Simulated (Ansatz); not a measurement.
# C2H3OSi+: one structure at several levels

One table from this session's results is given with a row withheld; the runs are named, their logs left out.

Method: single points in def2-TZVPP; program: Ansatz 0.2.0, Gaussian basis.

2 further runs of the same task are left out: 2 that didn't finish.

## The system as given

SMILES `O[CH+]C#[SiH]`, 7 atoms, charge 1, spin multiplicity 1.

Atoms are counted from 1 here; the program's logs count them from 0.

Bond lengths: O1–C2 1.296 Å, O1–H5 0.974 Å, C2–C3 1.427 Å, C2–H6 1.126 Å, C3–Si4 1.667 Å, Si4–H7 1.554 Å. Angles: C2–O1–H5 111.4°, O1–C2–C3 123.4°, O1–C2–H6 116.9°, C3–C2–H6 119.7°, C2–C3–Si4 138.6°, C3–Si4–H7 157.6°.

As a file:

```
O    -0.8380    1.2464    0.3505
C     0.1306    0.4982    0.7766
C     0.6140   -0.6413    0.0659
Si    0.2800   -1.4736   -1.3391
H    -0.9031    2.0703    0.8655
H     0.6203    0.8012    1.7442
H     0.4949   -2.4985   -2.4873
```

The first run:

Contents of run/in.yaml:

```yaml
crystal:
  periodic: [false, false, false]
  atoms:
    - {symbol: O, position_ang: [-0.838038, 1.246421, 0.350511]}
    - {symbol: C, position_ang: [0.130648, 0.498218, 0.776623]}
    - {symbol: C, position_ang: [0.613966, -0.641276, 0.065867]}
    - {symbol: Si, position_ang: [0.280021, -1.473567, -1.339086]}
    - {symbol: H, position_ang: [-0.903129, 2.070288, 0.865529]}
    - {symbol: H, position_ang: [0.620289, 0.801157, 1.744212]}
    - {symbol: H, position_ang: [0.494920, -2.498450, -2.487263]}
basis:
  gaussian: {orbitals: def2-TZVPP}
total_charge: 1
hamiltonian: {xc: pbe, dispersion: d4}
output: {forces: true}
```

The run is started by

```sh
$ ansatz run in.yaml --threads 2 --pin off --events-out ev --progress --plain --max-ram 3481MiB
```

Among the steps run: PBE-D4/def2-TZVPP; r2SCAN-D4/def2-TZVPP; PBE0-D4/def2-TZVPP; wB97M-V/def2-TZVPP.

One table of the session follows, with a row left open; its other results are not shown here.

```
   method  RMS force component (eV/Å)
   PBE-D4                       0.790
r2SCAN-D4                           ?
  PBE0-D4                       0.779
  wB97M-V                       0.813
```

Q: Estimate the row for r2SCAN-D4 from the others.

As computed: RMS force component (eV/Å): 0.796. In the column «RMS force component (eV/Å)» it lies between PBE-D4 (0.790) and wB97M-V (0.813).
